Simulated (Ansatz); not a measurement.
# HgTe (zincblende type): the cost of one run

Program: Ansatz 0.2.0. Level of theory: DFT LDA, with the methods named in each step. These are calculated values, not measurements.

### 1 The system as given

It takes space group F-43m (No. 216, cubic). Conventional cell: a = 6.434 Å, b = 6.434 Å, c = 6.434 Å, α = 90.00°, β = 90.00°, γ = 90.00°. Around Hg (site symmetry -43m) lie 4 Te at 2.79 Å. Te (site symmetry -43m) is surrounded by 4 Hg at 2.79 Å.

Coordinates:

```
Hg Te
1.0
     0.00000    3.21694    3.21694
     3.21694    0.00000    3.21694
     3.21694    3.21694    0.00000
Hg Te
1 1
Direct
  0.00000 0.00000 0.00000
  0.25000 0.25000 0.25000
```

Whether this phase is the stable one at these pressures isn't tested.

Atoms are numbered in the order of the input: Hg1, Te2.

### 2 The reference volume, LAPW

input.yaml reads:

```yaml
crystal:
  lattice:
    - [0.0, 3.2169425638, 3.2169425638]
    - [3.2169425638, 0.0, 3.2169425638]
    - [3.2169425638, 3.2169425638, 0.0]
  atoms:
    - { symbol: Hg, position: [0.0, 0.0, 0.0] }
    - { symbol: Te, position: [0.25, 0.25, 0.25] }
kpoints:
  mp_grid: { grid: [11, 11, 11] }
  band_path:
    path:
      - [0.0, 0.0, 0.0]
      - [-0.5, -0.5, 0.0]
      - [-0.375, -0.375, 0.25]
      - [-0.375, 0.0, 0.375]
      - [0.0, 0.0, 0.0]
      - [0.0, 0.0, 0.5]
      - [-0.5, -0.25, 0.25]
      - [-0.5, -0.5, 0.0]
    npoints: 14
scf:
  occupations: { method: fermi_dirac, width: 0.05 }
hamiltonian:
  xc: lda
  pseudopotentials: { kind: all_electron, lapw: { basis_error: 0.001 } }
output:
  forces: true
  stress: true
  eigenvalues: true
  populations: true
  dos: { projected: true, de: 0.2, e_range: [-14, 8] }
```

Started as:

```bash
$ ansatz run input.yaml --threads 1 --pin off --max-ram 2048MiB --backend cpu --events-out ev --progress --plain --runs-dir out
```

Q: Estimate wall time and peak memory on 1 thread of Arm Neoverse V2, shared host.

About 63 s, with a peak of 0.43 GiB.
